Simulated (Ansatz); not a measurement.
# TiSi2: equation of state

An exercise on one series of results from a longer session: the logs are not shown, and one member is left open.

Program: Ansatz 0.2.0. Level of theory: DFT PBEsol, scalar-relativistic. These are calculated values, not measurements.

**Starting point**

The structure is orthorhombic, space group Fddd (No. 70). The conventional cell has a = 4.773 Å, b = 8.236 Å, c = 8.523 Å, α = 90.00°, β = 90.00°, γ = 90.00°. Around Ti (site symmetry 222) lie 10 Si at 2.54 to 2.75 Å. Si (site symmetry 2) is surrounded by 5 Ti at 2.54 to 2.75 Å and 5 Si at 2.54 to 2.75 Å.

Coordinates:

```xyz
6
Lattice="0.0000 4.1180 4.2615 2.3865 0.0000 4.2615 2.3865 4.1180 0.0000" Properties=species:S:1:pos:R:3 pbc="T T T"
Ti    3.5798    6.1770    6.3922
Ti    2.3865    4.1180    4.2615
Si    1.1933    0.6836    2.1307
Si    1.1933    3.4344    2.1307
Si    2.3865    1.3754    4.2615
Si    2.3865    6.8606    4.2615
```

Atoms are numbered in the order of the input: Ti1, Ti2, Si3, Si4, Si5, Si6.

The first run:

The input, input.yaml:

```yaml
crystal:
  lattice:
    - [0.0, 4.0339355957, 4.1745062023]
    - [2.3377822484, 0.0, 4.1745062023]
    - [2.3377822484, 4.0339355957, 0.0]
  atoms:
    - { symbol: Ti, position: [0.75, 0.75, 0.75] }
    - { symbol: Ti, position: [0.5, 0.5, 0.5] }
    - { symbol: Si, position: [0.083, 0.417, 0.083] }
    - { symbol: Si, position: [0.417, 0.083, 0.417] }
    - { symbol: Si, position: [0.167, 0.833, 0.167] }
    - { symbol: Si, position: [0.833, 0.167, 0.833] }
kpoints:
  mp_grid: { grid: [8, 8, 8] }
  band_path:
    path:
      - [0.0, 0.0, 0.0]
      - [0.5, 0.0, 0.5]
      - [1.0, 0.5, 0.5]
      - [0.5, 0.5, 0.0]
      - [0.0, 0.0, 0.0]
      - [0.0, 0.4123673781, 0.4123673781]
      - [1.0, 0.5876326219, 0.5876326219]
      - [1.0, 0.5, 0.5]
      - [0.5, 0.0, 0.5]
    npoints: 5
scf:
  occupations: { method: fermi_dirac, width: 0.08 }
hamiltonian:
  xc: pbesol
  pseudopotentials: { kind: all_electron, lapw: { basis_error: 0.0005 } }
output:
  forces: true
  stress: true
  eigenvalues: true
```

Started as:

```
$ ansatz run input.yaml --threads 2 --pin off --max-ram 8192MiB --backend cpu --events-out ev --progress --plain --runs-dir out
```

Steps of the session up to this table: Volume × 0.94, LAPW; Volume × 0.94, PAW; Volume × 0.94, crystal datasets; Volume × 0.98, LAPW; Volume × 0.98, PAW; Volume × 0.98, crystal datasets; Volume × 1.01, LAPW; Volume × 1.01, PAW; Volume × 1.01, crystal datasets; Volume × 1.04, LAPW; Volume × 1.04, PAW; Volume × 1.04, crystal datasets.

One table of the session follows, with a row left open; its other results are not shown here.

It belongs to the step «The equation of state». 

```
          method  volume (Å³/atom)  largest force (eV/Å)
            LAPW            13.123                 0.188
            LAPW            13.681                 0.178
            LAPW            14.100                 0.170
            LAPW            14.519                 0.161
             PAW            13.123                 0.188
             PAW            13.681                 0.178
             PAW            14.100                 0.170
             PAW            14.519                     ?
crystal datasets            13.123                 0.188
crystal datasets            13.681                 0.178
crystal datasets            14.100                 0.170
crystal datasets            14.519                 0.161
```

Q: Estimate the row for PAW, 14.519 from the others.

As computed: largest force (eV/Å): 0.162. In the column «largest force (eV/Å)» it lies between crystal datasets, 14.519 (0.161) and LAPW, 14.100 (0.170).

Caveats from the session: Warnings in the runs' records: crystal datasets made.
